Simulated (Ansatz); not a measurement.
# C₃H₁₀Si₂: up Jacob's ladder to CCSD(T)

Aim: compute C₃H₁₀Si₂ with functionals from several rungs and with coupled cluster, and see how far each lands from CCSD(T) at the basis-set limit for the atomisation energy.

Program: Ansatz 0.2.0, Gaussian basis. Level of theory: functionals in def2-TZVPP, the program's frozen cores in correlated methods. These are calculated values, not measurements.

The runs, in order: LDA (SPW92), PBE-D4, revPBE-D4, BLYP-D4, r2SCAN-D4, B97M-V, PBE0-D4, B3LYP-D4, r2SCANh-D4, r2SCAN0-D4, HSE06-D4, BHLYP-D4, CAM-B3LYP-D4, LC-ωPBE, ωB97X-V, ωB97M-V, B2PLYP, PBE-QIDH; CCSD(T)/def2-SVP; CCSD(T)/def2-TZVPP; MP2/def2-QZVPP; extrapolation to the limit; RPA on PBE.

### Step 1. The relaxed structure

The geometry comes from an earlier relaxation with PBE0-D4 in a triple-zeta def2 set; it is a stationary point, not always the lowest conformer.

15 atoms, charge 0, spin multiplicity 1.

Atoms are counted from 1 here; the program's logs count them from 0.

Bond lengths: C1–C2 1.332 Å, C1–H6 1.088 Å, C1–H7 1.085 Å, C2–C3 1.499 Å, C2–Si4 1.872 Å, C3–H8 1.093 Å, C3–H9 1.095 Å, C3–H10 1.095 Å, Si4–Si5 2.343 Å, Si4–H11 1.492 Å, Si4–H12 1.489 Å, Si5–H13 1.488 Å, Si5–H14 1.490 Å, Si5–H15 1.489 Å. Angles: C2–C1–H6 121.4°, C2–C1–H7 122.2°, H6–C1–H7 116.4°, C1–C2–C3 122.0°, C1–C2–Si4 119.6°, C3–C2–Si4 118.4°, C2–C3–H8 111.5°, C2–C3–H9 111.0°, C2–C3–H10 111.3°, H8–C3–H9 108.3°, H8–C3–H10 108.2°, H9–C3–H10 106.4°, C2–Si4–Si5 110.7°, C2–Si4–H11 110.0°, C2–Si4–H12 109.5°, Si5–Si4–H11 108.0°, Si5–Si4–H12 109.8°, H11–Si4–H12 108.8° and more.

### Step 2. LDA

This LDA is Slater exchange with PW92 correlation.

Contents of in.yaml:

```yaml
crystal:
  periodic: [false, false, false]
  atoms:
    - {symbol: C, position_ang: [-0.649967, 1.359255, 1.574649]}
    - {symbol: C, position_ang: [-0.715218, 0.472224, 0.582948]}
    - {symbol: C, position_ang: [-1.652004, 0.642805, -0.575065]}
    - {symbol: Si, position_ang: [0.409248, -1.024379, 0.604951]}
    - {symbol: Si, position_ang: [1.942360, -0.935765, -1.165161]}
    - {symbol: H, position_ang: [-1.277470, 2.248588, 1.582717]}
    - {symbol: H, position_ang: [0.024920, 1.236790, 2.415370]}
    - {symbol: H, position_ang: [-2.247558, 1.553737, -0.477172]}
    - {symbol: H, position_ang: [-2.336681, -0.207424, -0.655182]}
    - {symbol: H, position_ang: [-1.107111, 0.691769, -1.523341]}
    - {symbol: H, position_ang: [-0.396035, -2.271385, 0.455472]}
    - {symbol: H, position_ang: [1.139426, -1.078424, 1.901055]}
    - {symbol: H, position_ang: [2.827337, 0.252947, -1.027557]}
    - {symbol: H, position_ang: [1.225614, -0.833174, -2.466970]}
    - {symbol: H, position_ang: [2.791238, -2.158162, -1.197415]}
basis:
  gaussian: {orbitals: def2-TZVPP}
hamiltonian: {xc: lda}
output: {orbitals: {seedname: orbitals}}
```

After this run come: PBE-D4 (GGA); revPBE-D4 (GGA); BLYP-D4 (GGA); r2SCAN-D4 (meta-GGA); B97M-V (meta-GGA); PBE0-D4 (hybrid); B3LYP-D4 (hybrid); r2SCANh-D4 (hybrid); r2SCAN0-D4 (hybrid); HSE06-D4 (hybrid); BHLYP-D4 (hybrid); CAM-B3LYP-D4 (range-separated); LC-ωPBE (range-separated); ωB97X-V (range-separated); ωB97M-V (range-separated); B2PLYP (double hybrid); PBE-QIDH (double hybrid); CCSD(T) in def2-SVP; CCSD(T) in def2-TZVPP; MP2 in def2-QZVPP; RPA on PBE orbitals.

**Question.** What will the summary of the whole plan be? Wanted: atomisation energy, CCSD(T)/CBS; farthest beyond LDA; mean size of error, GGA; mean size of error, meta-GGA; mean size of error, hybrid; mean size of error, range-separated; mean size of error, double hybrid; gap, smallest and largest; T1 diagnostic.

As calculated:

```
                               quantity                                                                                       value
        atomisation energy, CCSD(T)/CBS                                                                               5361.4 kJ/mol
 functionals within 26.8 kJ/mol (0.5 %)  r2SCAN-D4, B97M-V, PBE0-D4, B3LYP-D4, r2SCANh-D4, HSE06-D4, CAM-B3LYP-D4, ωB97X-V, ωB97M-V
                    farthest beyond LDA                                                                     BHLYP-D4 (-82.9 kJ/mol)
                mean size of error, GGA                                                                                 41.3 kJ/mol
           mean size of error, meta-GGA                                                                                 15.3 kJ/mol
             mean size of error, hybrid                                                                                 23.4 kJ/mol
    mean size of error, range-separated                                                                                 21.8 kJ/mol
      mean size of error, double hybrid                                                                                 46.7 kJ/mol
              gap, smallest and largest                                                   4.92 eV (LDA (SPW92)), 11.87 eV (LC-ωPBE)
                          T1 diagnostic                                                                                      0.0119
triples share of the correlation energy                                                                                       4.0 %
```

The LDA atomisation energy is off by 633.6 kJ/mol (12 %): it overbinds. PBE-D4 misses by +42.6 kJ/mol. Double hybrids carry the basis error of their MP2 part in triple zeta, and no dispersion term here, so their miss is partly the set-up's. The rungs meta-GGA, range-separated, hybrid miss on average by less than the doubt on the reference (26.8 kJ/mol), so they tie. The reference freezes the cores and leaves out relativity and excitations past (T), so misses under about 26.8 kJ/mol can't be ranked. Hartree-Fock recovers 76 % of the binding; the rest is correlation. CCSD(T) in def2-SVP is off by -258.1 kJ/mol, so the small basis spoils what the method gains. The gap grows from 4.9 to 11.9 eV across the functionals, mostly with the share of exact exchange.
